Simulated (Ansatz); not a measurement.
**Ti₃Al: a line through an energy map**

Aim: follow the energy of Ti₃Al (P-6m2, No. 187; 4 atoms in the cell) along one coordinate, c/a of the conventional cell, with the other held at volume per atom = 16.14 Å³.

Method: DFT PBEsol, scalar-relativistic, plane waves, PAW, in Ansatz 0.2.0.

16 further runs of the same task are left out: 16 set aside as unsound or not needed. Runs told in other sessions of the task aren't counted.

### 1 The system as given

It takes space group P-6m2 (No. 187, hexagonal). Conventional cell: a = 2.895 Å, b = 2.895 Å, c = 9.138 Å, α = 90.00°, β = 90.00°, γ = 120.00°. Ti (site symmetry -6m2) has 12 Ti at 2.82 to 2.90 Å in its first shell of neighbours. Ti (site symmetry 3m) has 9 Ti at 2.82 to 2.90 Å and 3 Al at 2.84 Å in its first shell of neighbours. Al (site symmetry -6m2) has 6 Ti at 2.84 Å and 6 Al at 2.90 Å in its first shell of neighbours.

As a file:

```
Ti Al
1.0
     2.89548    0.00000    0.00000
    -1.44774    2.50756    0.00000
     0.00000    0.00000    9.13834
Ti Al
3 1
Direct
  0.66667 0.33333 0.00000
  0.33333 0.66667 0.75117
  0.33333 0.66667 0.24883
  0.66667 0.33333 0.50000
```

It goes back to an entry of the Materials Project, which need not be the stable form.

This cell was relaxed beforehand with the same method: volume 16.59 Å³/atom, gap on the mesh none (metal).

### 2 What is varied

The energy is mapped over volume and the cell's shape.

The axes are (1) volume per atom: 7 values from 15.26 to 17.91 Å³; (2) c/a of the conventional cell: 7 values from 2.631 to 3.786.

Nothing else is relaxed (fractional coordinates fixed). Energies count from the relaxed crystal. Points are written as (first, second).

### 3 Point (16.14 Å³, 2.631)

input.yaml

```yaml
crystal:
  lattice:
    - [3.0489398291, 0.0, 0.0]
    - [-1.5244699145, 2.6404593466, 0.0]
    - [0.0, 0.0, 8.0217606903]
  atoms:
    - { symbol: Ti, position: [0.6666666667, 0.3333333333, 0.0] }
    - { symbol: Ti, position: [0.3333333333, 0.6666666667, 0.7511732072] }
    - { symbol: Ti, position: [0.3333333333, 0.6666666667, 0.2488267928] }
    - { symbol: Al, position: [0.6666666667, 0.3333333333, 0.5] }
basis:
  ecutwfc: 520.0
kpoints:
  mp_grid: { grid: [18, 18, 6] }
hamiltonian:
  xc: pbesol
  pseudopotentials: { kind: paw, azcp: { folder: soft_1 } }
scf:
  occupations: { method: gaussian, width: 0.15 }
output:
  forces: true
  stress: true
  eigenvalues: true
```

On the command line:

```bash
$ ansatz run input.yaml --threads 2 --pin off --max-ram 4096MiB --backend cpu --events-out ev --progress --plain --runs-dir out
```

The log of the run, cut to the lines that bear on the results:

```text
Warning: <dir> the record states the generating functional pbe (its physics header spells it `PBE`), which answers neither for hamiltonian.xc's functional nor for the pbesol family's — results may be inconsistent (PPs are generated against a specific XC)
[...]
Warning: RAYON_NUM_THREADS=2 ignored (pool sized by the plan → 2); use --threads N
[...]
Pseudopotentials: kind: paw
Pseudopotential: Ti, paw, valence charge 12, recommended cutoff 420 eV (normal), <dir>
Pseudopotential: Al, paw, valence charge 3, recommended cutoff 420 eV (normal), <dir>
Functional definition: PBEsol
[...]
Crystal: 4 atoms, lattice volume = 64.580 Å³
Basis set: ecut = 520 eV, 1733 PW (Γ), exchange–correlation on 48×48×120 points (8 copies of the dense FFT grid, shifted against one another)
Bands: 24, of which v1, the nominal top of the filled ones, is band 20 counted from 1 (19 counted from 0)
Symmetry: 12 space group operations
Space group: P-6m2 (ITA 187), of the structure as read, at distance tolerance 4.0e-5 Å
k-points: 148 of 1944 (time reversal used)
[...]
SCF iter   1: F=—  HF=-7946.959038 eV  |F-HF|=—  |Δ(HF+E_count)|=         —  Δρ=5.40e-2  dr2=4.19e0  ethr=3.10e-3  ⟨swp⟩=4.8  Hψ=13106  notcnv=0
[...]
SCF iter   8: F=-7946.078229 eV  HF=-7946.078229 eV  |F-HF|=2.13e-8  |Δ(HF+E_count)|=   4.21e-8  Δρ=4.51e-6  dr2=2.49e-8  ethr=2.56e-10  ⟨swp⟩=5.2  Hψ=14319  notcnv=0
[...]
SCF converged after 8 iterations
Free energy (F): -7946.078229 eV
[...]
E sigma→0 (E₀):  -7946.056733 eV
Entropy (-TS):   -0.042991 eV (-10.748 meV/atom)
Fermi energy:    12.403919 eV
[...]
--- Forces (eV/Å), atoms counted from 1 ---
  atom   1  Ti     0.00000000     0.00000000     0.00000000
  atom   2  Ti    -0.00000000    -0.00000000     0.03454871
  atom   3  Ti     0.00000000    -0.00000000    -0.03454871
  atom   4  Al     0.00000000     0.00000000     0.00000000
[...]
--- Stress (GPa, compression-positive) ---
       -1.982494       0.000000       0.000000
       -0.000000      -1.982494       0.000000
        0.000000       0.000000      21.677042
  P = ⅓ Tr σ = 5.9040 GPa (59.040 kbar)
--- Band table (eV; the first three rows and the last of 148) ---
  k-point 0: bands = ["-43.9514", "-43.8292", "-43.7118", "-20.7317", "-20.3241", "-20.1114", "-20.1114", "-19.9988", "-19.9988", "-19.8981", "-19.8981", "-19.8901", "4.1594", "7.8007", "7.9677", "9.9931", "12.7336", "12.7336", "12.7729", "12.7729", "12.9795", "13.5526", "13.5526", "14.1979"]
[...]
```

It took 22 s on 2 threads of Arm Neoverse N1, shared host; peak memory 0.49 GiB.

Energy on the map's scale: 178 meV/atom.

### 4 The run at (16.14 Å³, 2.796)

Edit input.yaml of step 3 so:

```diff
@@ -2,5 +2,5 @@
   lattice:
-    - [3.0489398291, 0.0, 0.0]
-    - [-1.5244699145, 2.6404593466, 0.0]
-    - [0.0, 0.0, 8.0217606903]
+    - [2.9879223312, 0.0, 0.0]
+    - [-1.4939611656, 2.5876166434, 0.0]
+    - [0.0, 0.0, 8.3527368769]
   atoms:
```

On the command line:

```bash
$ ansatz run input.yaml --threads 2 --pin off --max-ram 4096MiB --backend cpu --events-out ev --progress --plain --runs-dir out
```

The log of the run, cut to the lines that bear on the results:

```text
Warning: <dir> the record states the generating functional pbe (its physics header spells it `PBE`), which answers neither for hamiltonian.xc's functional nor for the pbesol family's — results may be inconsistent (PPs are generated against a specific XC)
[...]
Warning: RAYON_NUM_THREADS=2 ignored (pool sized by the plan → 2); use --threads N
[...]
[... 4 set-up lines as earlier in the session ...]
[...]
Crystal: 4 atoms, lattice volume = 64.580 Å³
Basis set: ecut = 520 eV, 1759 PW (Γ), exchange–correlation on 48×48×128 points (8 copies of the dense FFT grid, shifted against one another)
Bands: 24, of which v1, the nominal top of the filled ones, is band 20 counted from 1 (19 counted from 0)
[... 2 set-up lines as earlier in the session ...]
k-points: 148 of 1944 (time reversal used)
[...]
SCF iter   1: F=—  HF=-7947.369574 eV  |F-HF|=—  |Δ(HF+E_count)|=         —  Δρ=5.56e-2  dr2=4.55e0  ethr=3.10e-3  ⟨swp⟩=4.8  Hψ=13151  notcnv=0
[...]
SCF iter   8: F=-7946.427731 eV  HF=-7946.427731 eV  |F-HF|=2.13e-8  |Δ(HF+E_count)|=   5.07e-8  Δρ=4.37e-6  dr2=2.42e-8  ethr=2.56e-10  ⟨swp⟩=5.1  Hψ=14297  notcnv=0
[...]
SCF converged after 8 iterations
Free energy (F): -7946.427731 eV
[...]
E sigma→0 (E₀):  -7946.407638 eV
Entropy (-TS):   -0.040185 eV (-10.046 meV/atom)
Fermi energy:    12.411514 eV
[...]
--- Forces (eV/Å), atoms counted from 1 ---
  atom   1  Ti     0.00000000    -0.00000000     0.00000000
  atom   2  Ti    -0.00000000     0.00000000     0.06851324
  atom   3  Ti    -0.00000000     0.00000000    -0.06851324
  atom   4  Al    -0.00000000    -0.00000000     0.00000000
[...]
--- Stress (GPa, compression-positive) ---
       -1.382789       0.000000       0.000000
        0.000000      -1.382789      -0.000000
        0.000000      -0.000000      17.532769
  P = ⅓ Tr σ = 4.9224 GPa (49.224 kbar)
--- Band table (eV; the first three rows and the last of 148) ---
[... band rows left out ...]
[...]
```

It took 22 s on 2 threads of Arm Neoverse N1, shared host; peak memory 0.5 GiB.

That is 90 meV/atom from the zero.

### 5 Point (16.14 Å³, 2.970)

Edit input.yaml of step 4 so:

```diff
@@ -2,5 +2,5 @@
   lattice:
-    - [2.9879223312, 0.0, 0.0]
-    - [-1.4939611656, 2.5876166434, 0.0]
-    - [0.0, 0.0, 8.3527368769]
+    - [2.9281210806, 0.0, 0.0]
+    - [-1.4640605403, 2.5358272412, 0.0]
+    - [0.0, 0.0, 8.6973980458]
   atoms:
```

On the command line:

```bash
$ ansatz run input.yaml --threads 2 --pin off --max-ram 4096MiB --backend cpu --events-out ev --progress --plain --runs-dir out
```

The log of the run, cut to the lines that bear on the results:

```text
[...]
SCF converged after 8 iterations
Free energy (F): -7946.677879 eV
[...]
E sigma→0 (E₀):  -7946.658699 eV
Entropy (-TS):   -0.038360 eV (-9.590 meV/atom)
Fermi energy:    12.427118 eV
[...]
--- Forces (eV/Å), atoms counted from 1 ---
  atom   1  Ti     0.00000000     0.00000000     0.00000000
  atom   2  Ti    -0.00000000    -0.00000000     0.07905687
  atom   3  Ti    -0.00000000    -0.00000000    -0.07905687
  atom   4  Al     0.00000000     0.00000000     0.00000000
[...]
--- Stress (GPa, compression-positive) ---
        0.386273       0.000000       0.000000
        0.000000       0.386273      -0.000000
        0.000000      -0.000000      11.298379
  P = ⅓ Tr σ = 4.0236 GPa (40.236 kbar)
--- Band table (eV; the first three rows and the last of 148) ---
  k-point 0: bands = ["-43.9113", "-43.8242", "-43.7406", "-20.6447", "-20.2915", "-19.9729", "-19.9729", "-19.9106", "-19.9000", "-19.9000", "-19.8441", "-19.8441", "3.9468", "7.4680", "7.7072", "9.9367", "12.1169", "13.1487", "13.1487", "13.2402", "13.2402", "13.4771", "13.5966", "13.7111"]
[...]
```

Wall time 30 s (2 threads of Arm Neoverse N1, shared host); peak memory 0.51 GiB.

Energy on the map's scale: 28 meV/atom.

### 6 Changing settings: mixing.algorithm broyden, mixing.beta 0.7, ecutwfc left out

Edit input.yaml of step 5 so:

```diff
@@ -10,4 +10,2 @@
     - { symbol: Al, position: [0.6666666667, 0.3333333333, 0.5] }
-basis:
-  ecutwfc: 520.0
 kpoints:
@@ -19,5 +17,6 @@
   occupations: { method: gaussian, width: 0.15 }
+  mixing: { algorithm: broyden, beta: 0.7 }
 output:
   forces: true
+  eigenvalues: true
   stress: true
-  eigenvalues: true
```

On the command line:

```bash
$ ansatz run input.yaml --threads 2 --pin off --max-ram 4096MiB --backend cpu --events-out ev --progress --plain --runs-dir out
```

The log of the run, cut to the lines that bear on the results:

```text
Warning: <dir> the record states the generating functional pbe (its physics header spells it `PBE`), which answers neither for hamiltonian.xc's functional nor for the pbesol family's — results may be inconsistent (PPs are generated against a specific XC)
[...]
Warning: RAYON_NUM_THREADS=2 ignored (pool sized by the plan → 2); use --threads N
[...]
[... 4 set-up lines as earlier in the session ...]
[...]
Crystal: 4 atoms, lattice volume = 64.580 Å³
Basis set: ecut = 420 eV, 1253 PW (Γ), exchange–correlation on 40×40×120 points (8 copies of the dense FFT grid, shifted against one another)
Bands: 24, of which v1, the nominal top of the filled ones, is band 20 counted from 1 (19 counted from 0)
[... 2 set-up lines as earlier in the session ...]
k-points: 148 of 1944 (time reversal used)
[...]
SCF iter  10: F=-7946.673563 eV  HF=-7946.673563 eV  |F-HF|=1.48e-8  |Δ(HF+E_count)|=   2.68e-8  Δρ=3.16e-6  dr2=1.71e-8  ethr=2.56e-10  ⟨swp⟩=4.3  Hψ=10993  notcnv=0
[...]
SCF converged after 10 iterations
Stability not checked: this state was not tested for a lower state beside it, because the mixer in use, unlike msr1, does not test its closes by its own steps (another_mixer; see scf.mixing.algorithm and scf.lower_state_search)
Free energy (F): -7946.673563 eV
[...]
E sigma→0 (E₀):  -7946.654380 eV
Entropy (-TS):   -0.038366 eV (-9.592 meV/atom)
Fermi energy:    12.427640 eV
[...]
--- Forces (eV/Å), atoms counted from 1 ---
  atom   1  Ti     0.00000000     0.00000000     0.00000000
  atom   2  Ti     0.00000000    -0.00000000     0.07860301
  atom   3  Ti     0.00000000    -0.00000000    -0.07860301
  atom   4  Al     0.00000000     0.00000000     0.00000000
[...]
--- Stress (GPa, compression-positive) ---
        0.386815       0.000000       0.000000
       -0.000000       0.386815      -0.000000
        0.000000      -0.000000      11.311531
  P = ⅓ Tr σ = 4.0284 GPa (40.284 kbar)
--- Band table (eV; the first three rows and the last of 148) ---
[... band rows left out ...]
[...]
```

Wall time 21 s (2 threads of Arm Neoverse N1, shared host); peak memory 0.43 GiB.

| run | ending | energy change | pressure (GPa) | gap (eV) | force (eV/Å) | cycles | time |
| --- | --- | --- | --- | --- | --- | --- | --- |
| step 5 | converged | 0 | 4.0 | 0.00 | 0.08 | 8 | 30 s |
| variant | converged | +1.1 meV/atom | 4.0 | 0.00 | 0.08 | 10 | 21 s |

Changing the mixing and cutoff moves the energy by +1.1 meV/atom. Mixing only sets the path, so the shift comes from the other change. Cost: 10 SCF cycles against 8, 21 s against 30 s.

### 7 Point (16.14 Å³, 3.156)

Edit input.yaml of step 5 so:

```diff
@@ -2,5 +2,5 @@
   lattice:
-    - [2.9281210806, 0.0, 0.0]
-    - [-1.4640605403, 2.5358272412, 0.0]
-    - [0.0, 0.0, 8.6973980458]
+    - [2.8695034417, 0.0, 0.0]
+    - [-1.4347517208, 2.4850628768, 0.0]
+    - [0.0, 0.0, 9.0563648205]
   atoms:
```

On the command line:

```bash
$ ansatz run input.yaml --threads 2 --pin off --max-ram 4096MiB --backend cpu --events-out ev --progress --plain --runs-dir out
```

The log of the run, cut to the lines that bear on the results:

```text
[...]
SCF converged after 9 iterations
Free energy (F): -7946.770342 eV
[...]
E sigma→0 (E₀):  -7946.749472 eV
Entropy (-TS):   -0.041740 eV (-10.435 meV/atom)
Fermi energy:    12.465660 eV
[...]
--- Forces (eV/Å), atoms counted from 1 ---
  atom   1  Ti     0.00000000    -0.00000000    -0.00000000
  atom   2  Ti    -0.00000000     0.00000000    -0.02274972
  atom   3  Ti    -0.00000000     0.00000000     0.02274972
  atom   4  Al    -0.00000000     0.00000000    -0.00000000
[...]
--- Stress (GPa, compression-positive) ---
        3.177107       0.000000      -0.000000
        0.000000       3.177107       0.000000
       -0.000000       0.000000       3.580349
  P = ⅓ Tr σ = 3.3115 GPa (33.115 kbar)
--- Band table (eV; the first three rows and the last of 148) ---
  k-point 0: bands = ["-43.8656", "-43.8037", "-43.7252", "-20.5692", "-20.2596", "-19.9050", "-19.8690", "-19.8690", "-19.8232", "-19.8232", "-19.7739", "-19.7739", "3.8091", "7.3506", "7.5781", "9.8875", "11.6866", "13.0552", "13.2618", "13.3393", "13.3393", "13.4366", "13.4366", "13.7777"]
[...]
```

It took 27 s on 2 threads of Arm Neoverse N1, shared host; peak memory 0.5 GiB.

Energy on the map's scale: 4.5 meV/atom.

### 8 Grid point (16.14 Å³, 3.563)

Edit input.yaml of step 7 so:

```diff
@@ -2,5 +2,5 @@
   lattice:
-    - [2.8695034417, 0.0, 0.0]
-    - [-1.4347517208, 2.4850628768, 0.0]
-    - [0.0, 0.0, 9.0563648205]
+    - [2.7557664155, 0.0, 0.0]
+    - [-1.3778832077, 2.3865637228, 0.0]
+    - [0.0, 0.0, 9.8193468919]
   atoms:
```

On the command line:

```bash
$ ansatz run input.yaml --threads 2 --pin off --max-ram 4096MiB --backend cpu --events-out ev --progress --plain --runs-dir out
```

The log of the run, cut to the lines that bear on the results:

```text
[...]
SCF converged after 9 iterations
Free energy (F): -7946.490701 eV
[...]
E sigma→0 (E₀):  -7946.461867 eV
Entropy (-TS):   -0.057669 eV (-14.417 meV/atom)
Fermi energy:    12.551650 eV
[...]
--- Forces (eV/Å), atoms counted from 1 ---
  atom   1  Ti     0.00000000     0.00000000     0.00000000
  atom   2  Ti    -0.00000000    -0.00000000    -0.39704667
  atom   3  Ti    -0.00000000    -0.00000000     0.39704667
  atom   4  Al    -0.00000000    -0.00000000     0.00000000
[...]
--- Stress (GPa, compression-positive) ---
        8.223313      -0.000000       0.000000
       -0.000000       8.223313       0.000000
        0.000000       0.000000      -7.836775
  P = ⅓ Tr σ = 2.8700 GPa (28.700 kbar)
--- Band table (eV; the first three rows and the last of 148) ---
  k-point 0: bands = ["-43.7550", "-43.7231", "-43.6636", "-20.3840", "-20.1551", "-19.8736", "-19.6220", "-19.6220", "-19.6049", "-19.6049", "-19.5704", "-19.5704", "3.4742", "7.1926", "7.3575", "9.7281", "10.8821", "12.3731", "12.6073", "13.6281", "13.6281", "13.7125", "13.7125", "13.8865"]
[...]
```

Run time: 34 s. Hardware: 2 threads of Arm Neoverse N1, shared host; peak memory 0.51 GiB.

On the map this point reads 74 meV/atom.

### 9 The run at (16.14 Å³, 3.786)

Edit input.yaml of step 8 so:

```diff
@@ -2,5 +2,5 @@
   lattice:
-    - [2.7557664155, 0.0, 0.0]
-    - [-1.3778832077, 2.3865637228, 0.0]
-    - [0.0, 0.0, 9.8193468919]
+    - [2.7006124562, 0.0, 0.0]
+    - [-1.3503062281, 2.3387989929, 0.0]
+    - [0.0, 0.0, 10.2245187592]
   atoms:
@@ -23 +23,5 @@
   eigenvalues: true
+  write_density: true
+  write_potential: true
+  elf: true
+  volumetric_format: npy
```

On the command line:

```bash
$ ansatz run input.yaml --threads 2 --pin off --max-ram 4096MiB --backend cpu --events-out ev --progress --plain --runs-dir out
```

The log of the run, cut to the lines that bear on the results:

```text
Warning: <dir> the record states the generating functional pbe (its physics header spells it `PBE`), which answers neither for hamiltonian.xc's functional nor for the pbesol family's — results may be inconsistent (PPs are generated against a specific XC)
[...]
Warning: RAYON_NUM_THREADS=2 ignored (pool sized by the plan → 2); use --threads N
[...]
[... 4 set-up lines as earlier in the session ...]
[...]
Crystal: 4 atoms, lattice volume = 64.580 Å³
Basis set: ecut = 520 eV, 1683 PW (Γ), exchange–correlation on 48×48×160 points (8 copies of the dense FFT grid, shifted against one another)
Bands: 24, of which v1, the nominal top of the filled ones, is band 20 counted from 1 (19 counted from 0)
[... 2 set-up lines as earlier in the session ...]
k-points: 148 of 1944 (time reversal used)
[...]
SCF iter  10: F=-7946.193232 eV  HF=-7946.193232 eV  |F-HF|=2.13e-9  |Δ(HF+E_count)|=   2.89e-9  Δρ=1.56e-6  dr2=2.72e-9  ethr=2.56e-10  ⟨swp⟩=8.1  Hψ=20139  notcnv=0
the search or the solves at the SCF's close seem to have found levels that the self-consistency loop had missed (the run counts 1). By its estimate they hold under 1e-12 electrons; where the run keeps them, the occupations were computed again with them
[...]
SCF converged after 10 iterations
Free energy (F): -7946.193232 eV
[...]
E sigma→0 (E₀):  -7946.163867 eV
Entropy (-TS):   -0.058730 eV (-14.682 meV/atom)
Fermi energy:    12.579150 eV
[...]
--- Forces (eV/Å), atoms counted from 1 ---
  atom   1  Ti     0.00000000    -0.00000000     0.00000000
  atom   2  Ti    -0.00000000     0.00000000    -0.59063442
  atom   3  Ti    -0.00000000     0.00000000     0.59063442
  atom   4  Al    -0.00000000     0.00000000    -0.00000000
[...]
--- Stress (GPa, compression-positive) ---
        9.751819       0.000000      -0.000000
        0.000000       9.751819      -0.000000
       -0.000000      -0.000000     -10.676474
  P = ⅓ Tr σ = 2.9424 GPa (29.424 kbar)
--- Band table (eV; the first three rows and the last of 148) ---
[... band rows left out ...]
[...]
```

Wall time 36 s (2 threads of Arm Neoverse N1, shared host); peak memory 0.51 GiB.

Density in a lattice plane of the grid's cell (edges 2.70 and 10.22 Å, at 0.333 of the third edge), which holds Ti and Al.

Values in e/Å³, 12 rows by 6 columns:
```
 0.21  0.19  0.22  0.45  0.85  0.46
 0.21  0.24  0.21  0.20  0.20  0.20
 0.65  1.32  0.73  0.31  0.27  0.30
 0.19  0.21  0.20  0.20  0.21  0.20
 0.19  0.17  0.19  0.22  0.21  0.21
 0.22  0.23  0.22  0.10  0.06  0.10
 0.19  0.17  0.19  0.22  0.21  0.21
 0.19  0.21  0.20  0.20  0.21  0.20
 0.65  1.32  0.73  0.31  0.27  0.30
 0.21  0.24  0.21  0.20  0.20  0.20
 0.21  0.19  0.22  0.45  0.85  0.46
 0.64  0.25  0.73  6.23 11.72  6.23
```
Columns run along the first of these edges and rows up along the second, over one cell in 6 and 12 even steps from the bottom left corner. Atoms in the plane (fractional): Ti at (0.67, 0.00), Al at (0.67, 0.50).

ELF in the same plane.

Values, 12 rows by 6 columns:
```
0.18 0.42 0.19 0.18 0.36 0.19
0.17 0.13 0.18 0.40 0.57 0.41
0.27 0.46 0.30 0.27 0.56 0.27
0.15 0.10 0.16 0.45 0.65 0.45
0.57 0.50 0.57 0.63 0.61 0.63
0.57 0.65 0.54 0.06 0.66 0.07
0.57 0.50 0.57 0.63 0.61 0.63
0.15 0.10 0.16 0.45 0.65 0.45
0.27 0.46 0.30 0.27 0.56 0.27
0.17 0.13 0.18 0.40 0.57 0.41
0.18 0.42 0.19 0.18 0.36 0.19
0.26 0.18 0.29 0.74 0.59 0.72
```
Columns run along the first of these edges and rows up along the second, over one cell in 6 and 12 even steps from the bottom left corner. Atoms in the plane (fractional): Ti at (0.67, 0.00), Al at (0.67, 0.50).

Both are smooth fields of the valence electrons: close to the nuclei they are not physical.

The highest ELF values outside the cores: 0.76 beside Al, off the lines to its neighbours, 1.2 Å from Al; 0.71 between the atoms, 2.0 Å from Ti.

That is 149 meV/atom from the zero.

### 10 Results

| c/a of the conventional cell | step | energy (meV/atom) | slope (meV/atom per unit) | pressure (GPa) | largest force on an atom (eV/Å) |
| --- | --- | --- | --- | --- | --- |
| 2.631 | 3 | 178 | −604 | 5.90 | 0.04 |
| 2.796 | 4 | 90 | −455 | 4.92 | 0.07 |
| 2.970 | 5 | 28 | −247 | 4.02 | 0.08 |
| 3.156 | 7 | 4.5 | −9 | 3.31 | 0.02 |
| 3.353 | – | 23 | 179 | 2.95 | 0.20 |
| 3.563 | 8 | 74 | 303 | 2.87 | 0.40 |
| 3.786 | 9 | 149 | 362 | 2.94 | 0.59 |

Energies count from the relaxed crystal. Rows without a step come from runs not printed here or follow by symmetry. Slopes come from the forces (and the stress, where the cell changes), not from differences of energies.

| run | outcome |
| --- | --- |
| step 6, run with mixing.algorithm broyden, mixing.beta 0.7, ecutwfc left out (against step 5) | +1.1 meV/atom |

The lowest point computed on the line is at 3.156, 4.5 meV/atom from the zero. A fit to energies and slopes at the lowest point and its two neighbours puts the minimum at 3.1638, with a curvature of about 1100 meV/atom per (unit)². The highest point computed, at 2.631, lies 173 meV/atom above the lowest. This is one cut through a surface in two coordinates; the map's lowest point lies off it.
